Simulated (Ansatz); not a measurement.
Geometry optimisation, Ansatz 0.2.0, DFT PBE, scalar-relativistic, plane waves, PAW.

Input file:

```yaml
crystal:
  lattice:
    - [10.86, 0.0, 0.0]
    - [0.0, 10.86, 0.0]
    - [0.0, 0.0, 10.86]
  atoms:
    - { symbol: Si, position: [0.4992773, 0.0068179, -0.0066575] }
    - { symbol: Si, position: [0.6274275, 0.1250714, 0.1252969] }
    - { symbol: Si, position: [0.7503834, 0.249709, 0.0020808] }
    - { symbol: Si, position: [0.8774499, 0.3751503, 0.1268591] }
    - { symbol: Si, position: [0.7484917, 7.0e-05, 0.2474339] }
    - { symbol: Si, position: [0.876461, 0.1235187, 0.3720204] }
    - { symbol: Si, position: [-0.0049142, -0.003066, 0.0010883] }
    - { symbol: Si, position: [0.1291148, 0.1224931, 0.1237268] }
    - { symbol: Si, position: [0.2506698, 0.2505205, -0.0017404] }
    - { symbol: Si, position: [0.3716995, 0.3752443, 0.12508] }
    - { symbol: Si, position: [0.5018861, 0.498617, 0.0012655] }
    - { symbol: Si, position: [0.6193584, 0.6233394, 0.126371] }
    - { symbol: Si, position: [0.7501902, 0.7508418, 0.0020888] }
    - { symbol: Si, position: [0.8725061, 0.8739256, 0.119062] }
    - { symbol: Si, position: [0.2460216, -0.0020533, 0.2544952] }
    - { symbol: Si, position: [0.3796331, 0.1219796, 0.3755507] }
    - { symbol: Si, position: [0.5003655, 0.2481402, 0.2514478] }
    - { symbol: Si, position: [0.6297776, 0.372563, 0.3775729] }
    - { symbol: Si, position: [0.7522811, 0.496042, 0.2497685] }
    - { symbol: Si, position: [0.8739506, 0.6237906, 0.3740004] }
    - { symbol: Si, position: [0.4999877, 0.0005978, 0.5056199] }
    - { symbol: Si, position: [0.625735, 0.1253411, 0.6223213] }
    - { symbol: Si, position: [0.748558, 0.2485877, 0.4950922] }
    - { symbol: Si, position: [0.8758572, 0.3793375, 0.6245856] }
    - { symbol: Si, position: [0.7524198, -0.0031444, 0.7508186] }
    - { symbol: Si, position: [0.8736865, 0.1281007, 0.8703314] }
    - { symbol: Si, position: [0.0015289, 0.5005801, 0.0006699] }
    - { symbol: P, position: [0.2474541, 0.7526586, 0.0011611], spin: 1.0 }
    - { symbol: Si, position: [0.3694001, 0.8730809, 0.1249528] }
    - { symbol: Si, position: [0.0010975, 0.2488907, 0.25154] }
    - { symbol: Si, position: [0.1241369, 0.3762982, 0.3779297] }
    - { symbol: Si, position: [0.2517621, 0.4990806, 0.2529133] }
    - { symbol: Si, position: [0.3732493, 0.6282041, 0.3784895] }
    - { symbol: Si, position: [0.5012119, 0.7479281, 0.2488156] }
    - { symbol: Si, position: [0.6279146, 0.8750176, 0.3734844] }
    - { symbol: Si, position: [0.0066991, -0.0010889, 0.4995467] }
    - { symbol: Si, position: [0.1243466, 0.1290438, 0.6255793] }
    - { symbol: Si, position: [0.2497307, 0.2502518, 0.5037195] }
    - { symbol: Si, position: [0.3751088, 0.3770804, 0.6276551] }
    - { symbol: Si, position: [0.4993335, 0.4952803, 0.4982964] }
    - { symbol: Si, position: [0.6252708, 0.6246243, 0.6305253] }
    - { symbol: Si, position: [0.7492739, 0.7441861, 0.5024117] }
    - { symbol: Si, position: [0.873829, 0.8739869, 0.6274978] }
    - { symbol: Si, position: [0.2474457, -0.0021206, 0.7534023] }
    - { symbol: Si, position: [0.3720208, 0.1323262, 0.8724001] }
    - { symbol: Si, position: [0.4986484, 0.2500099, 0.7458441] }
    - { symbol: Si, position: [0.627504, 0.3776954, 0.8727558] }
    - { symbol: Si, position: [0.7489743, 0.5020071, 0.7523853] }
    - { symbol: Si, position: [0.8727864, 0.6215543, 0.8774937] }
    - { symbol: Si, position: [-0.0004901, 0.74909, 0.2453145] }
    - { symbol: Si, position: [0.1240826, 0.8747736, 0.3737882] }
    - { symbol: Si, position: [0.001331, 0.4998319, 0.5005268] }
    - { symbol: Si, position: [0.1241432, 0.6216773, 0.6232234] }
    - { symbol: Si, position: [0.25516, 0.7519344, 0.499923] }
    - { symbol: Si, position: [0.374333, 0.8739638, 0.6239782] }
    - { symbol: Si, position: [-0.0028591, 0.2502114, 0.7509361] }
    - { symbol: Si, position: [0.1234207, 0.3775862, 0.8708689] }
    - { symbol: Si, position: [0.2512858, 0.5008893, 0.7462289] }
    - { symbol: Si, position: [0.3707961, 0.6218511, 0.8779158] }
    - { symbol: Si, position: [0.4996717, 0.750539, 0.7474818] }
    - { symbol: Si, position: [0.6277916, 0.8744625, 0.8722414] }
    - { symbol: Si, position: [-0.0020849, 0.7537586, 0.7508375] }
    - { symbol: Si, position: [0.1223736, 0.8769294, 0.8777605] }
magnetization:
  spin_polarized: true
basis:
  ecutwfc: 420.0
kpoints:
  mp_grid: { grid: [1, 1, 1] }
hamiltonian:
  xc: pbe
  pseudopotentials: { kind: paw, azcp: { folder: soft_1 } }
scf:
  occupations: { method: gaussian, width: 0.05 }
  lower_state_search: "off"
relax:
  f_tol: 0.03
  max_steps: 60
  adjacent_minimum: "off"
output:
  write_density: true
  write_potential: true
  elf: true
  volumetric_format: npy
```

Launched with:

```bash
$ ansatz run input.yaml --threads 4 --pin off --max-ram 10240MiB --backend cpu --events-out ev --progress --plain --runs-dir out
```

Task: Where does it end, and by what steps?

Result: It converged. Limits of this set-up: coarse k mesh, a typed lattice constant that wasn't relaxed here. After 10 steps the energy has fallen by 1.232 eV; Si32 moved furthest, 0.49 Å.

| step | energy less start (eV) | largest force component (eV/Å) | accepted |
| --- | --- | --- | --- |
| 0 | 0.0000 | 1.208 | yes |
| 1 | -1.0667 | 0.331 | yes |
| 2 | -1.1677 | 0.148 | yes |
| 3 | -1.1618 | 0.195 | no |
| 4 | -1.1848 | 0.047 | yes |
| 5 | -1.1878 | 0.092 | yes |
| 6 | -1.1956 | 0.080 | yes |
| 7 | -1.2154 | 0.156 | yes |
| 8 | -1.2004 | 0.213 | no |
| 9 | -1.2305 | 0.035 | yes |
| 10 | -1.2321 | 0.012 | yes |

```xyz
63
Lattice="10.8600 0.0000 0.0000 0.0000 10.8600 0.0000 0.0000 0.0000 10.8600" Properties=species:S:1:pos:R:3
Si 5.487 0.007 -0.028
Si 6.783 1.405 1.356
Si 8.168 2.743 -0.001
Si 9.546 4.064 1.406
Si 8.104 -0.021 2.710
Si 9.458 1.290 4.115
Si 0.039 -0.025 0.005
Si 1.359 1.359 1.355
Si 2.750 2.666 -0.035
Si 3.996 4.106 1.330
Si 5.397 5.461 0.007
Si 6.794 6.782 1.357
Si 8.192 8.118 0.013
Si 9.521 9.498 1.368
Si 2.710 -0.025 2.675
Si 4.060 1.346 4.053
Si 5.382 2.751 2.714
Si 6.759 4.079 4.076
Si 8.136 5.414 2.722
Si 9.488 6.766 4.086
Si 5.436 -0.001 5.410
Si 6.790 1.358 6.785
Si 8.133 2.720 5.441
Si 9.497 4.078 6.816
Si 8.165 -0.002 8.138
Si 9.521 1.346 9.515
Si 0.280 5.442 0.347
P 2.707 8.162 0.007
Si 4.074 9.509 1.261
Si -0.047 2.631 2.760
Si 1.307 4.065 4.026
Si 2.362 5.446 2.431
Si 3.889 6.737 3.894
Si 5.361 8.110 2.665
Si 6.745 9.464 4.046
Si 0.002 -0.020 5.470
Si 1.357 1.405 6.789
Si 2.715 2.744 5.403
Si 4.063 4.103 6.786
Si 5.359 5.454 5.371
Si 6.784 6.794 6.788
Si 8.138 8.146 5.436
Si 9.528 9.463 6.828
Si 2.741 0.007 8.087
Si 4.115 1.330 9.458
Si 5.442 2.736 8.130
Si 6.786 4.103 9.511
Si 8.201 5.454 8.214
Si 9.678 6.737 9.684
Si -0.040 8.138 2.757
Si 1.347 9.500 4.055
Si -0.009 5.413 5.439
Si 1.358 6.782 6.780
Si 2.703 8.118 5.383
Si 4.083 9.484 6.736
Si 0.000 2.749 8.192
Si 1.385 4.103 9.576
Si 2.707 5.461 8.177
Si 4.055 6.871 9.519
Si 5.438 8.164 8.137
Si 6.839 9.484 9.492
Si 0.048 8.108 8.212
Si 1.451 9.509 9.499
```

Whether the end is a true minimum wasn't checked by a vibrational analysis.

The run took 3.2 min on 4 threads of Arm Neoverse V2 (shared host), peak memory 1.6 GiB.
